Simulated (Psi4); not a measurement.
# [SiNH2F2]− (SMILES N[Si-](F)F): wB97X/6-311+G(d,p)

What is the energy change on altering one bond length of [SiNH2F2]− at wB97X/6-311+G**? 

Program for the calculation: Psi4 1.11.

3 further runs of the same task are left out: 1 that didn't finish, 2 set aside as unsound or not needed.

## (1) The structure to begin with

[SiNH2F2]− has 6 atoms, charge -1, and is taken as a singlet. As SMILES, `N[Si-](F)F`. The coordinates come from a GFN2-xTB relaxation. This is one conformer, not always the lowest.

Bond lengths: N1–Si2 1.808 Å, Si2–F3 1.705 Å, Si2–F4 1.705 Å, N1–H5 1.013 Å, N1–H6 1.013 Å. Angles: N1–Si2–F3 95.8°, N1–Si2–F4 96.0°, F3–Si2–F4 94.3°, Si2–N1–H5 112.3°, Si2–N1–H6 112.4°, H5–N1–H6 107.5°.

## (2) A single-point energy at wB97X/6-311+G(d,p)

Contents of input.inp:

```
memory 1600 mb

molecule {
  -1 1
  N     -0.266510     0.819350     0.078260
  Si     0.644640    -0.685540    -0.340940
  F      0.596070    -1.356640     1.225280
  F     -0.706840    -1.563700    -0.897650
  H      0.267330     1.437590     0.678000
  H     -0.534690     1.348950    -0.742950
  symmetry c1
}

set puream true
set e_convergence 1e-09
set d_convergence 1e-08
set scf_type pk
set dft_radial_points 99
set dft_spherical_points 590

e_tot, wfn = energy("wb97x/6-311+G**", return_wfn=True)
print_variables()
```

On the command line:

```sh
psi4 -i input.inp -o input.out -n 1
```

input.out, cut to the lines that bear on the results:

```text
[...]
  Running in c1 symmetry.
[...]
  Nuclear repulsion =  169.429560686689285
[...]
  Multiplicity = 1
[...]
  Nalpha       = 21
  Nbeta        = 21
[...]
    Number of basis functions: 108
[...]
   @RKS iter   1:  -544.99276496180835   -7.70453e-01   8.73195e-03 DIIS/ADIIS
[...]
   @RKS iter  13:  -545.32558777432268   -4.77485e-12   3.49464e-09 DIIS
[...]
    Orbital Energies [Eh]
    ---------------------
    Doubly Occupied:
       1A    -65.935895     2A    -24.492737     3A    -24.491750
       4A    -14.180193     5A     -5.197197     6A     -3.556019
       7A     -3.553897     8A     -3.548450     9A     -1.075705
      10A     -1.055647    11A     -0.786589    12A     -0.449136
      13A     -0.412608    14A     -0.355000    15A     -0.353676
      16A     -0.335580    17A     -0.298777    18A     -0.286808
      19A     -0.284187    20A     -0.208046    21A     -0.095557
[...]
  @RKS Final Energy:  -545.32558777432268
   => Energetics <=
    Nuclear Repulsion Energy =            169.4295606866892854
    One-Electron Energy =               -1102.9609082971403495
    Two-Electron Energy =                 424.7395931897464720
    DFT Exchange-Correlation Energy =     -36.5338333536180215
    Empirical Dispersion Energy =           0.0000000000000000
    VV10 Nonlocal Energy =                  0.0000000000000000
    Total Energy =                       -545.3255877743226847
[...]
 Multipole Moments:
 ------------------------------------------------------------------------------------
     Multipole            Electronic (a.u.)      Nuclear  (a.u.)        Total (a.u.)
 ------------------------------------------------------------------------------------
 L = 1.  Multiply by 2.5417464519 to convert [e a0] to [Debye]
 Dipole X            :         -0.0060373           -0.1323554           -0.1383926
 Dipole Y            :         -4.5754156            5.3551344            0.7797188
 Dipole Z            :          0.4226650           -0.3774215            0.0452435
 Magnitude           :                                                    0.7931966
[...]
```

It took 53 s on 1 thread of Intel Xeon at 2.50GHz (Skylake/Cascade Lake), shared host; peak memory 0.72 GiB.

## (3) The distorted shape: energy and gradient at wB97X/6-311+G(d,p)

Contents of calc.in:

```
memory 1600 mb

molecule {
  -1 1
  N
  Si 1 r2
  F 2 r3 1 a3
  F 2 r4 1 a4 3 d4
  H 1 r5 2 a5 4 d5
  H 1 r6 5 a6 2 d6

  r2 = 1.808485
  r3 = 3.750199
  a3 = 95.7548
  r4 = 1.705165
  a4 = 96.02176
  d4 = 94.93731
  r5 = 1.013358
  a5 = 112.29928
  d5 = 164.15504
  r6 = 1.013303
  a6 = 107.46967
  d6 = -124.06227
  units angstrom
  symmetry c1
}

set basis 6-311+G**
set puream true
set e_convergence 1e-09
set d_convergence 1e-08
set scf_type pk
set dft_radial_points 99
set dft_spherical_points 590

result, w = gradient("wb97x", return_wfn=True)
oeprop(w, "WIBERG_LOWDIN_INDICES", "LOWDIN_CHARGES", "MULLIKEN_CHARGES")
print_variables()
```

On the command line:

```sh
psi4 calc.in calc.out -n 1
```

calc.out, cut to the lines that bear on the results:

```text
[...]
  Running in c1 symmetry.
[...]
  Nuclear repulsion =  134.970127830915857
[...]
  Multiplicity = 1
[...]
  Nalpha       = 21
  Nbeta        = 21
[...]
    Number of basis functions: 108
[...]
   @RKS iter   1:  -544.81405462893974   -1.01604e+00   9.66025e-03 ADIIS/DIIS
[...]
   @RKS iter  14:  -545.22084298421055   -2.03499e-11   6.96747e-09 DIIS
[...]
  @RKS Final Energy:  -545.22084298421055
   => Energetics <=
    Nuclear Repulsion Energy =            134.9701278309158567
    One-Electron Energy =               -1032.9482388810938573
    Two-Electron Energy =                 389.1916614680759494
    DFT Exchange-Correlation Energy =     -36.4343934021085403
    Empirical Dispersion Energy =           0.0000000000000000
    VV10 Nonlocal Energy =                  0.0000000000000000
    Total Energy =                       -545.2208429842105488
[...]
 Multipole Moments:
 ------------------------------------------------------------------------------------
     Multipole            Electronic (a.u.)      Nuclear  (a.u.)        Total (a.u.)
 ------------------------------------------------------------------------------------
 L = 1.  Multiply by 2.5417464519 to convert [e a0] to [Debye]
 Dipole X            :          1.8931952           -2.2578741           -0.3646789
 Dipole Y            :          1.0435960            3.9400263            4.9836223
 Dipole Z            :          3.2822370           -4.6291856           -1.3469486
 Magnitude           :                                                    5.1753022
[...]
  -Total Gradient:
     Atom            X                  Y                   Z
    ------   -----------------  -----------------  -----------------
       1        0.009885981406    -0.004716976296    -0.027458540719
       2       -0.027962439578     0.016393369090     0.019001996615
       3        0.001719551758    -0.008712928923     0.001347127945
       4        0.023164155509    -0.005298770579     0.001322296751
       5        0.000767449661     0.001722555191     0.001192791239
       6       -0.007666720766     0.000603915247     0.004809471512
[...]
```

Run time: 71 s. Hardware: 1 thread of Intel Xeon at 2.50GHz (Skylake/Cascade Lake), shared host; peak memory 0.72 GiB.

## (4) Summary of results

At wB97X/6-311+G**:

```
                                                              quantity          value
                                             first shape: total energy  -545.32559 Eh
                                              first shape: HOMO energy       -2.60 eV
                                              first shape: LUMO energy        5.29 eV
    first shape: HOMO–LUMO gap (to an unbound level, set by the basis)        7.89 eV
                                         distorted shape: total energy  -545.22084 Eh
                                          distorted shape: HOMO energy       -3.34 eV
                                          distorted shape: LUMO energy        3.49 eV
distorted shape: HOMO–LUMO gap (to an unbound level, set by the basis)        6.83 eV
                             distorted shape: largest force on an atom     1.932 eV/Å
    energy change with the Si2–F3 bond stretched from 1.705 to 3.750 Å       2.850 eV
```

In words: With the Si2–F3 bond stretched from 1.705 to 3.750 Å the energy rises by 2.85 eV (275 kJ/mol). The first shape isn't relaxed at this level, so the change isn't measured from a minimum. Mulliken charges (distorted shape) run from -0.94 on F3 to +0.62 on Si2; in a basis this large or diffuse they mean little.
